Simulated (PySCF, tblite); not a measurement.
# C₆H₁₀N₂: geometry, infrared bands and NMR shifts

What infrared bands and NMR shifts should C₆H₁₀N₂ (`CC/N=C\C#CCN`) show?

Computed with tblite 0.8.0 and PySCF 2.14.0, with density-fitted response routines of our own, on a single molecule in the gas phase. Atoms count from 0, in the outputs and in this text.

## (1) The molecule as given

18 atoms, charge 0, multiplicity 1; geometry from: force field or distance geometry start.

Bonds of the start (Å): C0–C1 1.55, C1–N2 1.42, N2–C3 1.31, C3–C4 1.45, C4–C5 1.20, C5–C6 1.46, C6–N7 1.46, C0–H8 1.09, C0–H9 1.11, C0–H10 1.10, C1–H11 1.11, C1–H12 1.12, C3–H13 1.07, C6–H14 1.11, C6–H15 1.13, N7–H16 1.05, N7–H17 1.04.

## (2) Relaxing the molecule with GFN2-xTB

What the job is given:

```
{"job": {"kind": "relax", "xc": "GFN2-xTB", "basis": "xTB"}, "charge": 0, "multiplicity": 1}
C      3.414000     0.099300     0.074800
C      1.952400    -0.252300    -0.290900
N      1.664600     0.496100    -1.468100
C      0.420300     0.772300    -1.748700
C     -0.675300     0.339400    -0.900100
C     -1.604200    -0.027200    -0.227400
C     -2.729200    -0.469200     0.594100
N     -3.967100    -0.144100    -0.107100
H      3.460400     0.927200     0.788400
H      3.915200     0.428600    -0.855600
H      3.941400    -0.805800     0.421500
H      1.279000    -0.063900     0.565600
H      1.968100    -1.364800    -0.446100
H      0.237500     1.331200    -2.640300
H     -2.763900     0.025900     1.590100
H     -2.660600    -1.591400     0.679200
H     -3.894700    -0.584500    -1.058200
H     -3.966700     0.889700    -0.247600
```

Launch:

```console
OMP_NUM_THREADS=1 python probes_run.py task.json out
```

This one command runs all jobs of the session in turn.

**Question.** This job is followed by: GFN2-xTB harmonic vibrations, gas phase; GIAO PBE0/pcSseg-1 NMR shielding, non-relativistic, gas phase. Predict these results of the whole session: strongest single infrared mode (GFN2-xTB); zero-point energy (GFN2-xTB); ¹³C shifts against TMS (PBE0/pcSseg-1); ¹H shifts against TMS (PBE0/pcSseg-1, means over atoms taken as alike); ¹⁵N shifts against NH3 (PBE0/pcSseg-1).

The runs gave:

| quantity | value |
| --- | --- |
| strongest single infrared mode (GFN2-xTB) | 962 cm⁻¹, 191 km/mol |
| zero-point energy (GFN2-xTB) | 93.3 kcal/mol |
| ¹³C shifts against TMS (PBE0/pcSseg-1) | 144.6, 108.0, 81.4, 54.9, 36.2, 18.8 ppm |
| ¹H shifts against TMS (PBE0/pcSseg-1, means over atoms taken as alike) | 7.66, 3.93, 3.76, 1.32, 0.94 ppm |
| ¹⁵N shifts against NH3 (PBE0/pcSseg-1) | 421.9, 45.7 ppm |

Relaxing lowered the energy by 0.423 eV in 135 steps; the close pair that moved most is N2–C3, from 1.305 to 1.262 Å. All 48 modes are real, so the xTB geometry is a minimum. The strongest single mode, at 962 cm⁻¹, has its largest shares on N7, H16 and H17 (the list is cut at 3 atoms). Unscaled tight-binding wavenumbers are off by several per cent, some by more. Its intensities can rank the bands wrongly. At PBE0/pcSseg-1: The largest span, 793 ppm, is at N2, where the paramagnetic term is -485 ppm.
